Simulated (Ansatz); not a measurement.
Run this with the Ansatz DFT code, driven from Python and show what comes out.

Script `c2h4n2si_torsion.py`:
```python
# -*- coding: utf-8 -*-
'''Rigid torsion scan of C2H4N2Si.'''

import logging
import sys

import ansatz as az
from ase import Atoms

logging.basicConfig(stream=sys.stdout, format='%(levelname)s:%(name)s:%(message)s')
logger = logging.getLogger('calc')
logger.setLevel(logging.INFO)

atoms = Atoms(['N', 'C', 'Si', 'C', 'N', 'H', 'H', 'H', 'H'], positions=[
    (0.2839, 1.1978, 1.7758),
    (-0.4692, 0.7017, 0.8182),
    (0.0501, -0.8475, -0.0508),
    (0.9378, -0.7603, -1.5913),
    (-0.379, -0.78, -1.8262),
    (-0.2343, 2.1095, 2.1028),
    (-1.3881, 1.157, 0.4911),
    (-0.4664, -2.1083, 0.446),
    (1.7538, -0.7161, -2.1827),
])

# start the scan from a relaxed geometry
first = (
    az.Crystal.molecule_from_ase(atoms).calculation()
    .basis(gaussian='def2-SVP')  # atom-centred Gaussian functions
    .functional('r2scan0')
    .relax(force_tolerance=0.02, max_steps=80)
)
atoms.positions = first.run(threads=1).report['positions_ang']

start = atoms.get_dihedral(3, 2, 1, 0)
energies = {}
for turn in range(0, 360, 40):
    turned = atoms.copy()
    turned.set_dihedral(3, 2, 1, 0, start + turn, indices=[0, 1, 5, 6])
    calc = az.Crystal.molecule_from_ase(turned).calculation().basis(gaussian='def2-SVP').functional('r2scan0')
    energies[round((start + turn) % 360)] = calc.run(threads=1).report['free_energy_ev']
floor = min(energies.values())
logger.info('dihedral C3-Si2-C1-N0 (deg)   E - E(min) (eV)')
for angle, e in sorted(energies.items()):
    logger.info(f'{angle:8d} {(e - floor):14.3f}  ' + '#' * int(30 * (e - floor) / max(max(energies.values()) - floor, 1e-9)))
```

```console
$ python c2h4n2si_torsion.py
INFO:calc:dihedral C3-Si2-C1-N0 (deg)   E - E(min) (eV)
INFO:calc:      40          0.125  #################
INFO:calc:      80          0.208  #############################
INFO:calc:     120          0.212  ##############################
INFO:calc:     160          0.084  ###########
INFO:calc:     200          0.000
INFO:calc:     240          0.079  ###########
INFO:calc:     280          0.188  ##########################
INFO:calc:     320          0.174  ########################
INFO:calc:     360          0.107  ###############
```

The scan is rigid and the energies are electronic, in a modest basis. With rigid groups the curve can differ much from the relaxed path, the start wasn't checked as a minimum of this torsion, and equivalent turns needn't return to the same energy. It ran for 83 s on 1 thread of Intel(R) Xeon(R) Processor @ 2.30GHz, with other jobs on the host, peak memory 0.33 GiB.
